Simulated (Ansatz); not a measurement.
# BCl: the interaction energy of a dimer with the counterpoise correction

With Ansatz 0.2.0, Python API.

Notebook, run cell by cell (the value of a cell's last expression is shown):

```python
import ansatz as az
```

```python
BASIS_SET = "cc-pVDZ"
FUNCTIONAL = "pbe0"
DISPERSION = "d4"
```

```python
FIRST = [
    ("B", (0.0, 0.0, -0.8925)),
    ("Cl", (0.0, 0.0, 0.8925)),
]
SECOND = [
    ("B", (-3.7169, 3.0807, 0.2017)),
    ("Cl", (-2.2398, 2.2363, 0.7413)),
]

def energy(atoms, ghosts=()):
    molecule = az.Crystal.molecule()
    for symbol, xyz in atoms:
        molecule = molecule.atom(symbol, xyz)
    calc = (
        molecule.calculation()
        .basis(gaussian=BASIS_SET)
        .functional(FUNCTIONAL, dispersion=DISPERSION)
    )
    deck = calc.input()
    if ghosts:
        deck = deck.set(az.key.basis.gaussian.ghost_atoms, [{"symbol": s, "position_ang": list(xyz)} for s, xyz in ghosts])
    return az.Session.from_dict(deck).plan().execute().report["free_energy_ev"]
```

```python
# monomers in their own basis and in the basis of the dimer
both = energy(FIRST + SECOND)
alone = energy(FIRST) + energy(SECOND)
ghosted = energy(FIRST, SECOND) + energy(SECOND, FIRST)
print(f"dimer {both:.6f} eV")
print(f"interaction, uncorrected   {(both - alone):8.3f} eV")
print(f"interaction, counterpoise  {(both - ghosted):8.3f} eV")
print(f"basis-set superposition    {(alone - ghosted):8.3f} eV")
```

    dimer -26384.048565 eV
    interaction, uncorrected      0.039 eV
    interaction, counterpoise     0.054 eV
    basis-set superposition       0.015 eV

Uncorrected it is 0.039 eV, with the counterpoise correction 0.054 eV; the difference, 0.01 eV, is the superposition error. In this basis both values are repulsive.

Reading the output:
- Total energies depend on the basis set; only differences at equal settings carry meaning.
- The dimer is a generated trial pose of unrelaxed monomers, not a minimum, so the figure is no binding energy, and the basis set is small.
- The spin state was assumed, and another may lie lower.
- Hardware and time: 2.3 s on 1 thread of Intel(R) Xeon(R) 6975P-C (Granite Rapids) (shared host), peak memory 0.18 GiB.
